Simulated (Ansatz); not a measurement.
# Cl4F2W: the cost of one run

Computed with Ansatz 0.2.0, Gaussian basis. Level: the settings change from run to run.

## (1) The relaxed structure

An earlier PBE0-D4 in a triple-zeta def2 set relaxation fixed the geometry. W takes a core potential in def2 sets; no spin-orbit term is included.

7 atoms, charge 0, spin multiplicity 1.

Atoms are counted from 1 here; the program's logs count them from 0.

Bond lengths: F1–W2 1.852 Å, W2–F3 1.852 Å, W2–Cl4 2.280 Å, W2–Cl5 2.269 Å, W2–Cl6 2.280 Å, W2–Cl7 2.269 Å. Angles: F1–W2–F3 87.5°, F1–W2–Cl4 88.4°, F1–W2–Cl5 89.9°, F1–W2–Cl6 88.4°, F1–W2–Cl7 177.4°, F3–W2–Cl4 88.4°, F3–W2–Cl5 177.4°, F3–W2–Cl6 88.4°, F3–W2–Cl7 89.9°, Cl4–W2–Cl5 91.5°, Cl4–W2–Cl6 175.5°, Cl4–W2–Cl7 91.5°, Cl5–W2–Cl6 91.5°, Cl5–W2–Cl7 92.7°, Cl6–W2–Cl7 91.5°.

## (2) B2GP-PLYP/def2-mTZVPP

Input file in.yaml:

```yaml
crystal:
  periodic: [false, false, false]
  atoms:
    - {symbol: F, position_ang: [-1.305024, 0.101341, -1.348311]}
    - {symbol: W, position_ang: [-0.030926, -0.011625, -0.008691]}
    - {symbol: F, position_ang: [-1.426013, -0.252071, 1.185707]}
    - {symbol: Cl, position_ang: [0.004662, -2.269767, -0.321917]}
    - {symbol: Cl, position_ang: [1.608995, 0.289501, -1.547720]}
    - {symbol: Cl, position_ang: [-0.244194, 2.238031, 0.294871]}
    - {symbol: Cl, position_ang: [1.453900, -0.163509, 1.700361]}
basis:
  gaussian: {orbitals: def2-mTZVPP}
hamiltonian: {xc: {name: B2GP-PLYP}}
```

Started as:

```
> ansatz run in.yaml --threads 4 --pin off --events-out ev --progress --plain --max-ram 11315MiB
```

**Question.** How long does this run take on 4 threads of Intel Xeon Platinum 8259CL at 2.50GHz, shared host, and how much memory does it need?

About 11 s, with a peak of 0.9 GiB.
